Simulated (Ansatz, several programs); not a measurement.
An ordered 8-atom cell of In3GaP4 on the zincblende lattice (I-42m), relaxed with r2SCAN in Ansatz (plane waves, PAW): the symmetry is I-42m (No. 121, tetragonal); a = 5.794 Å, c = 11.568 Å in the conventional setting, 24.27 Å³ an atom. Ga is surrounded by 4 P at 2.38 Å; P is surrounded by 1 Ga at 2.38 Å and 3 In at 2.55–2.57 Å; In is surrounded by 4 P at 2.55 Å; In is surrounded by 4 P at 2.57 Å. The cell was then scaled with its shape and fractional coordinates held, which makes it stiffer than a relaxed compression. No spin polarisation. The prototype was imposed, so other structures may be more stable.

```tsv
V (Å³/atom)	E (meV/atom)
22.813	22.12
23.541	5.21
24.269	0.00
25.725	17.81
```

Q: Pass a cubic E = c₀ + c₁u + c₂u² + c₃u³, with u = V − 24.087 Å³, through these points.

A: c₀ = 0.30, c₁ = -3.409, c₂ = 9.823, c₃ = -0.7419 (meV and Å³).

Q: Where is the minimum, and what bulk modulus follows?

A: dE/du = 0 at u = +0.177, so V₀ = 24.26 Å³. B = V₀ d²E/dV² = 24.26 × (2c₂ + 6c₃u) = 24.26 × 18.857 = 458 meV/Å³, and 1 meV/Å³ is 0.16022 GPa: 73 GPa. A third-order Birch-Murnaghan fit to all five points gives 24.27 Å³ and 73 GPa.

Q: Predict the energy and the pressure at the withheld volume, 24.997 Å³.

A: With u = +0.910: E ≈ 4.77 meV and P = −dE/dV ≈ -2.02 GPa. The run gives 4.71 meV and, from its stress, -2.01 GPa.
